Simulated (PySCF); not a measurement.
# IrNBr: one geometry, several methods

How much do the numbers for IrNBr (quartet) hang on the method? All levels run at one geometry, the PBE0 minimum.

Program: PySCF 2.14.0. Level of theory: several methods, basis Ir def2-TZVP with ECP60, N def2-TZVP, Br def2-TZVP, scalar-relativistic core potentials, no spin–orbit coupling, density fitting. These are calculated values, not measurements.

### Step 1. The starting structure

3 atoms, charge 0, spin multiplicity 4.

Bond lengths: Ir1–N2 1.692 Å, Ir1–Br3 2.347 Å. Angles: N2–Ir1–Br3 122.4°.

```xyz
3
charge 0 multiplicity 4
Ir   -0.0184    0.2654   -0.5461
N     0.0542   -0.7802   -1.8750
Br    0.0355   -0.5113    1.6684
```

### Step 2. PBE0

The steps are one call of a driver around PySCF; scf.py gives each level's set-up. Each SCF starts from the density of the minimum. The driver also runs the species with one electron less or more at the same geometry (one less: multiplicity 3); their logs are not shown.

File scf.py:

```python
from pyscf import gto, scf, dft
mol = gto.M(atom='''
Ir    -0.018424     0.265378    -0.546094
N      0.054162    -0.780169    -1.875034
Br     0.035500    -0.511350     1.668384''',
    basis={'Ir': 'def2-TZVP', 'N': 'def2-TZVP', 'Br': 'def2-TZVP'},
    ecp={'Ir': 'def2-TZVP'},
    charge=0, spin=3)
mf = dft.UKS(mol, xc='PBE0')
mf.grids.atom_grid = (99, 590)
aux = {'Ir': 'def2-universal-JKFIT', 'N': 'def2-universal-JKFIT', 'Br': 'def2-universal-JKFIT'}
mf = mf.density_fit(auxbasis=aux)
mf.kernel()
```

### Step 3. HF

Changes to scf.py since step 2:

```diff
@@ -9,2 +9 @@
-mf = dft.UKS(mol, xc='PBE0')
-mf.grids.atom_grid = (99, 590)
+mf = scf.UHF(mol)
```

### Step 4. MP2

Changes to scf.py since step 3:

```diff
@@ -12,0 +13,2 @@
+from pyscf.mp import dfump2
+dfump2.DFUMP2(mf, frozen=10).kernel()  # the driver gives MP2 a fitting basis of its own (RI)
```

### Step 5. PBE

Changes to scf.py since step 4:

```diff
@@ -9 +9,2 @@
-mf = scf.UHF(mol)
+mf = dft.UKS(mol, xc='PBE')
+mf.grids.atom_grid = (99, 590)
@@ -13,2 +13,0 @@
-from pyscf.mp import dfump2
-dfump2.DFUMP2(mf, frozen=10).kernel()  # the driver gives MP2 a fitting basis of its own (RI)
```

### Step 6. r2SCAN

Changes to scf.py since step 5:

```diff
@@ -9 +9 @@
-mf = dft.UKS(mol, xc='PBE')
+mf = dft.UKS(mol, xc='R2SCAN')
```

### Step 7. B3LYP

Changes to scf.py since step 6:

```diff
@@ -9 +9 @@
-mf = dft.UKS(mol, xc='R2SCAN')
+mf = dft.UKS(mol, xc='B3LYP')
```

### Step 8. TPSSh

Changes to scf.py since step 7:

```diff
@@ -9 +9 @@
-mf = dft.UKS(mol, xc='B3LYP')
+mf = dft.UKS(mol, xc='TPSSH')
```

(Steps that only read results are left out.)

Q: Predict the outcome of this session. Wanted: atomisation energy, range; vertical ionisation energy, range; orbital gap, range.

**Answer**, as computed:

| quantity | value |
| --- | --- |
| atomisation energy, range | 135 (HF) to 804 (PBE) kJ/mol |
| vertical ionisation energy, range | 8.30 (PBE) to 9.72 (MP2) eV |
| orbital gap, range | -1.05 (PBE) to 10.11 (HF) eV |

What this shows: The atomisation energy spreads over 669 kJ/mol, from HF to PBE; without a CCSD(T) value for it there is no yardstick here. A negative gap means that an empty level lies below a filled one. Spin contamination is strong in at least one of the open-shell species at HF, MP2. This is the lowest SCF solution found for this spin; with open d or f shells other occupations or spin states may lie lower. Spin–orbit coupling, left out here, can matter for elements this heavy.
